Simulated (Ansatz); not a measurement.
# C2H6BFOSi: one species, many methods

One table from this session's results is given with a row withheld; the runs are named, their logs left out.

The runs use Ansatz 0.2.0, Gaussian basis; functionals in def2-TZVPP, the program's frozen cores in correlated methods.

The runs, in order: PBE-D4, r2SCAN-D4, PBE0-D4, B3LYP-D4, ωB97X-V, ωB97M-V, B2PLYP; CCSD(T)/def2-TZVPP; MP2/def2-QZVPP; extrapolation to the limit.

### Structure used throughout

An earlier PBE0-D4 in a triple-zeta def2 set relaxation fixed the geometry.

SMILES `OC1([SiH2]F)BC1`, 12 atoms, charge 0, spin multiplicity 1.

Atoms are counted from 1 here; the program's logs count them from 0.

Bond lengths: O1–C2 1.422 Å, O1–H7 0.962 Å, C2–Si3 1.852 Å, C2–B5 1.532 Å, C2–C6 1.550 Å, Si3–F4 1.604 Å, Si3–H8 1.483 Å, Si3–H9 1.486 Å, B5–C6 1.512 Å, B5–H10 1.183 Å, C6–H11 1.086 Å, C6–H12 1.091 Å. Angles: C2–O1–H7 108.0°, O1–C2–Si3 113.9°, O1–C2–B5 118.8°, O1–C2–C6 116.5°, Si3–C2–B5 123.4°, Si3–C2–C6 113.0°, B5–C2–C6 58.7°, C2–Si3–F4 109.7°, C2–Si3–H8 110.7°, C2–Si3–H9 110.2°, F4–Si3–H8 106.9°, F4–Si3–H9 108.1°, H8–Si3–H9 111.1°, C2–B5–C6 61.2°, C2–B5–H10 146.8°, C6–B5–H10 149.0°, C2–C6–B5 60.0°, C2–C6–H11 116.7° and more.

Coordinates:

```
O    -0.8861   -0.4351   -1.4867
C    -0.1586    0.0386   -0.3603
Si   -0.7109   -0.6902    1.2497
F    -2.1947   -0.1860    1.5893
B     0.5867    1.3725   -0.4706
C     1.3839    0.0884   -0.5051
H    -1.6450    0.1416   -1.6138
H    -0.7661   -2.1693    1.1645
H     0.1895   -0.2516    2.3475
H     0.5162    2.5299   -0.7065
H     1.9651   -0.3332    0.3095
H     1.7969   -0.1608   -1.4835
```

Set-up of the first run:

in.yaml

```yaml
crystal:
  periodic: [false, false, false]
  atoms:
    - {symbol: O, position_ang: [-0.886068, -0.435064, -1.486688]}
    - {symbol: C, position_ang: [-0.158619, 0.038649, -0.360316]}
    - {symbol: Si, position_ang: [-0.710862, -0.690238, 1.249651]}
    - {symbol: F, position_ang: [-2.194652, -0.185955, 1.589315]}
    - {symbol: B, position_ang: [0.586653, 1.372531, -0.470563]}
    - {symbol: C, position_ang: [1.383935, 0.088402, -0.505088]}
    - {symbol: H, position_ang: [-1.644963, 0.141593, -1.613782]}
    - {symbol: H, position_ang: [-0.766147, -2.169349, 1.164499]}
    - {symbol: H, position_ang: [0.189530, -0.251642, 2.347474]}
    - {symbol: H, position_ang: [0.516157, 2.529901, -0.706508]}
    - {symbol: H, position_ang: [1.965123, -0.333171, 0.309534]}
    - {symbol: H, position_ang: [1.796914, -0.160757, -1.483526]}
basis:
  gaussian: {orbitals: def2-TZVPP}
hamiltonian: {xc: pbe, dispersion: d4}
output: {forces: true, orbitals: {seedname: orbitals}}
```

Command:

```bash
$ ansatz run in.yaml --threads 4 --pin off --events-out ev --progress --plain --max-ram 10444MiB
```

Steps of the session up to this table: PBE-D4 (GGA); r2SCAN-D4 (meta-GGA); PBE0-D4 (hybrid); B3LYP-D4 (hybrid); ωB97X-V (range-separated); ωB97M-V (range-separated); B2PLYP (double hybrid); CCSD(T) in def2-TZVPP; MP2 in def2-QZVPP.

One table of the session follows, with a row left open; its other results are not shown here.

| method | atomisation energy (kcal/mol) |
| --- | --- |
| PBE-D4 | 1116.3 |
| r2SCAN-D4 | 1098.8 |
| PBE0-D4 | 1095.3 |
| B3LYP-D4 | 1090.4 |
| ωB97X-V | 1096.7 |
| ωB97M-V | 1097.3 |
| B2PLYP | ? |
| HF/def2-TZVPP | 798.0 |
| MP2/def2-TZVPP | 1087.7 |
| CCSD/def2-TZVPP | 1044.2 |
| CCSD(T)/def2-TZVPP | 1060.8 |
| MP2/CBS | 1117.3 |
| CCSD(T)/CBS | 1090.5 |

Estimate the missing values for B2PLYP.

**Answer.** atomisation energy (kcal/mol): 1080.2. In the column «atomisation energy (kcal/mol)» it lies between CCSD(T)/def2-TZVPP (1060.8) and MP2/def2-TZVPP (1087.7).
